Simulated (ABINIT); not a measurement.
The system is TaAs.

```
Ta As
1.0
    -1.72181    1.72181    5.86794
     1.72181   -1.72181    5.86794
     1.72181    1.72181   -5.86794
Ta As
2 2
Direct
  0.49997 0.49997 0.00000
  0.24997 0.74997 0.50000
  0.08263 0.08263 0.00000
  0.83263 0.33263 0.50000
```

The cell is a database's computed one.

Base run:

```yaml
Program: ABINIT 10.8.3 (patched build)
Functional: PBEsol
Potentials_or_basis: JTH PAW PBE v2.0
Cutoff: 517 eV
k_mesh: 9 × 9 × 9
Occupations: fermi-dirac, width 0.05 eV
Spin: no spin polarisation
```

Its results: band gap on the k mesh none (metal or under the smearing width); pressure -3.7 GPa; largest force 0.020 eV/Å.

Question: After a change of settings the same cell gave: band gap on the k mesh none (metal or under the smearing width); pressure -3.2 GPa; largest force 0.025 eV/Å. Which change was it?
A. functional from PBEsol to PBE; k mesh from 9 × 9 × 9 to 7 × 7 × 7
B. functional from PBEsol to PBE
C. functional from PBEsol to PBE; k mesh from 9 × 9 × 9 to 4 × 4 × 4
D. k mesh from 9 × 9 × 9 to 4 × 4 × 4

Answer: D.

Caveats: some runs use coarse meshes; the PAW data sets were made with another functional, which shifts forces and pressure a little.

Not every run made on this cell is shown here.
